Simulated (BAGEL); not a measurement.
# HF/6-31G(d) (density fitting with qzvpp-jkfit, spherical functions) run of CH3GaO (SMILES [H][Ga]([H])([H])<-[C-]#[O+])

What is the vertical electron affinity of CH3GaO at HF/6-31G* (density fitting with qzvpp-jkfit, spherical functions)? 

The results are computed with BAGEL 1.2.2.

7 further runs of the same task are left out: 3 that didn't finish, 4 set aside as unsound or not needed.

### 1 The system as given

CH3GaO: 6 atoms, total charge 0, spin state singlet. As SMILES, `[H][Ga]([H])([H])<-[C-]#[O+]`. The shape comes from GFN1-xTB, which is rough for such elements, and wasn't checked as a minimum.

Bond lengths: Ga1–C2 2.133 Å, C2–O3 1.121 Å, Ga1–H4 1.545 Å, Ga1–H5 1.543 Å, Ga1–H6 1.545 Å. Angles: Ga1–C2–O3 177.0°, C2–Ga1–H4 96.0°, C2–Ga1–H5 97.5°, C2–Ga1–H6 95.7°, H4–Ga1–H5 118.8°, H4–Ga1–H6 118.7°, H5–Ga1–H6 118.9°.

### 2 The energy at HF/6-31G(d) (density fitting with qzvpp-jkfit, spherical functions)

input.json

```json
{ "bagel": [

{
  "title": "molecule",
  "basis": "6-31gs.json",
  "df_basis": "qzvpp-jkfit",
  "angstrom": true,
  "geometry": [
    { "atom": "Ga", "xyz": [   -0.013780,    0.006820,   -0.811750 ] },
    { "atom": "C", "xyz": [    0.011520,    0.019460,    1.321310 ] },
    { "atom": "O", "xyz": [    0.042620,   -0.030650,    2.440900 ] },
    { "atom": "H", "xyz": [    1.520390,    0.007120,   -0.990510 ] },
    { "atom": "H", "xyz": [   -0.785240,    1.327580,   -1.012910 ] },
    { "atom": "H", "xyz": [   -0.775520,   -1.330330,   -0.947040 ] }
  ]
},
{ "title": "hf" },
{ "title": "print", "file": "orbitals.molden", "orbitals": true }

]}
```

The basis set 6-31G* is read from a file made from the Basis Set Exchange's data (not shown).

Started as:

```
$ BAGEL_NUM_THREADS=1 BAGEL input.json > input.out
```

Log:

```text
* using 1 threads per process

  ===============================================================
  ===============================================================

  *** Geometry ***

  { "atom" : "Ga", "xyz" : [     -0.026040,      0.012888,     -1.533985 ] },
  { "atom" : "C", "xyz" : [      0.021770,      0.036774,      2.496914 ] },
  { "atom" : "O", "xyz" : [      0.080540,     -0.057920,      4.612632 ] },
  { "atom" : "H", "xyz" : [      2.873121,      0.013455,     -1.871793 ] },
  { "atom" : "H", "xyz" : [     -1.483889,      2.508763,     -1.914122 ] },
  { "atom" : "H", "xyz" : [     -1.465520,     -2.513959,     -1.789646 ] },

  Number of auxiliary basis functions:      472

  Since a DF basis is specified, we compute 2- and 3-index integrals:
    o Being stored without compression. Storage requirement is 0.016 GB

  Number of basis functions:       66
  Number of electrons      :       48

    * METHOD: MOLECULE                             0.36

  *** RHF ***

  === Nuclear Repulsion ===
   148.4291407331

      * DIIS with orbital gradients will be used.

  === RHF iteration (6-31gs.json) ===
      0      -2037.26745396          0.02116348           0.08
      1      -2037.31255300          0.02010368           0.07
      2      -2037.40710689          0.00135114           0.07
      3      -2037.40819646          0.00049765           0.08
      4      -2037.40824841          0.00008020           0.07
      5      -2037.40825143          0.00001550           0.07
      6      -2037.40825161          0.00000461           0.07
      7      -2037.40825162          0.00000130           0.07
      8      -2037.40825162          0.00000072           0.07
      9      -2037.40825162          0.00000017           0.07
     10      -2037.40825162          0.00000010           0.07
     11      -2037.40825162          0.00000003           0.07
     12      -2037.40825162          0.00000001           0.07
     13      -2037.40825162          0.00000000           0.07
    * SCF iteration converged.

    * Permanent dipole moment:
           (   -0.002251,    -0.022930,    -0.831971) a.u.

    * METHOD: HF                                   1.33

    * METHOD: PRINT                                0.02

  ===============================================================
```

Wall time 1.9 s (1 thread of Arm Neoverse N1, shared host); peak memory 0.098 GiB.

### 3 The doublet anion at the same level

calc.json

```json
{ "bagel" : [

{
  "title" : "molecule",
  "basis" : "6-31gs.json",
  "df_basis" : "qzvpp-jkfit",
  "angstrom" : true,
  "geometry" : [
    { "atom" : "Ga", "xyz" : [   -0.013780,    0.006820,   -0.811750 ] },
    { "atom" : "C", "xyz" : [    0.011520,    0.019460,    1.321310 ] },
    { "atom" : "O", "xyz" : [    0.042620,   -0.030650,    2.440900 ] },
    { "atom" : "H", "xyz" : [    1.520390,    0.007120,   -0.990510 ] },
    { "atom" : "H", "xyz" : [   -0.785240,    1.327580,   -1.012910 ] },
    { "atom" : "H", "xyz" : [   -0.775520,   -1.330330,   -0.947040 ] }
  ]
},
{
  "title" : "uhf",
  "charge" : -1,
  "nopen" : 1
},
{
  "title" : "print",
  "file" : "orbitals.molden",
  "orbitals" : true
}

]}
```

The basis set 6-31G* is read from a file made from the Basis Set Exchange's data (not shown).

Started as:

```
$ BAGEL_NUM_THREADS=1 BAGEL calc.json > calc.out
```

Log:

```text
* using 1 threads per process

  ===============================================================
  ===============================================================

  *** Geometry ***

  { "atom" : "Ga", "xyz" : [     -0.026040,      0.012888,     -1.533985 ] },
  { "atom" : "C", "xyz" : [      0.021770,      0.036774,      2.496914 ] },
  { "atom" : "O", "xyz" : [      0.080540,     -0.057920,      4.612632 ] },
  { "atom" : "H", "xyz" : [      2.873121,      0.013455,     -1.871793 ] },
  { "atom" : "H", "xyz" : [     -1.483889,      2.508763,     -1.914122 ] },
  { "atom" : "H", "xyz" : [     -1.465520,     -2.513959,     -1.789646 ] },

  Number of auxiliary basis functions:      472

  Since a DF basis is specified, we compute 2- and 3-index integrals:
    o Being stored without compression. Storage requirement is 0.016 GB

  Number of basis functions:       66
  Number of electrons      :       48

    * METHOD: MOLECULE                             0.36

  *** Open-shell HF ***

  === Nuclear Repulsion ===
   148.4291407331

      * DIIS with orbital gradients will be used.

  === UHF iteration (6-31gs.json) ===
      0      -2037.19805303          0.04006527           0.15
      1      -2037.29965997          0.02934406           0.15
      2      -2037.33130724          0.02114536           0.15
      3      -2037.36339315          0.00112911           0.15
      4      -2037.36370459          0.00036474           0.15
      5      -2037.36378017          0.00014029           0.15
      6      -2037.36380080          0.00007884           0.15
      7      -2037.36380698          0.00004481           0.15
      8      -2037.36381177          0.00001386           0.15
      9      -2037.36381280          0.00000907           0.15
     10      -2037.36381334          0.00000608           0.15
     11      -2037.36381376          0.00000366           0.15
     12      -2037.36381396          0.00000205           0.15
     13      -2037.36381401          0.00000113           0.15
     14      -2037.36381402          0.00000099           0.15
     15      -2037.36381402          0.00000095           0.15
     16      -2037.36381402          0.00000094           0.15
     17      -2037.36381403          0.00000093           0.15
     18      -2037.36381403          0.00000093           0.15
     19      -2037.36381404          0.00000092           0.15
     20      -2037.36381404          0.00000091           0.15
     21      -2037.36381406          0.00000090           0.15
     22      -2037.36381411          0.00000085           0.15
     23      -2037.36381422          0.00000074           0.15
     24      -2037.36381427          0.00000066           0.15
     25      -2037.36381432          0.00000056           0.15
     26      -2037.36381436          0.00000045           0.15
     27      -2037.36381439          0.00000038           0.15
     28      -2037.36381440          0.00000019           0.15
     29      -2037.36381441          0.00000013           0.15
     30      -2037.36381441          0.00000011           0.15
     31      -2037.36381441          0.00000010           0.15
     32      -2037.36381441          0.00000009           0.15
     33      -2037.36381441          0.00000008           0.15
     34      -2037.36381441          0.00000008           0.15
     35      -2037.36381441          0.00000007           0.15
     36      -2037.36381441          0.00000006           0.15
     37      -2037.36381441          0.00000006           0.15
     38      -2037.36381441          0.00000006           0.15
     39      -2037.36381441          0.00000005           0.15
     40      -2037.36381441          0.00000003           0.15
     41      -2037.36381441          0.00000002           0.15
     42      -2037.36381441          0.00000002           0.15
     43      -2037.36381441          0.00000001           0.15
     44      -2037.36381441          0.00000001           0.15
    * SCF iteration converged.

    * S^2 (UHF) is 0.7613

    * Permanent dipole moment:
           (    0.003697,     0.012801,     1.028027) a.u.

    * METHOD: UHF                                  7.02

    * METHOD: PRINT                                0.02

  ===============================================================
```

Run time: 7.8 s. Hardware: 1 thread of Arm Neoverse N1, shared host; peak memory 0.098 GiB.

### 4 What came out

Level: HF/6-31G* (density fitting with qzvpp-jkfit, spherical functions).

| quantity | value |
| --- | --- |
| singlet CH3GaO: total energy | -2037.40825 Eh |
| singlet CH3GaO: dipole moment | 2.12 D |
| singlet CH3GaO: HOMO energy | -11.39 eV |
| singlet CH3GaO: LUMO energy | 2.42 eV |
| singlet CH3GaO: HOMO–LUMO gap | 13.80 eV |
| doublet anion: total energy | -2037.36381 Eh |
| doublet anion: ⟨S²⟩ | 0.761 |
| vertical electron affinity (to the doublet anion) | -1.209 eV |

The anion lies 1.21 eV (117 kJ/mol) above the neutral: the electron isn't bound at this level, and such a value depends on the basis. Without diffuse functions anions come out too high. Hartree–Fock misses the correlation that binds many anions.
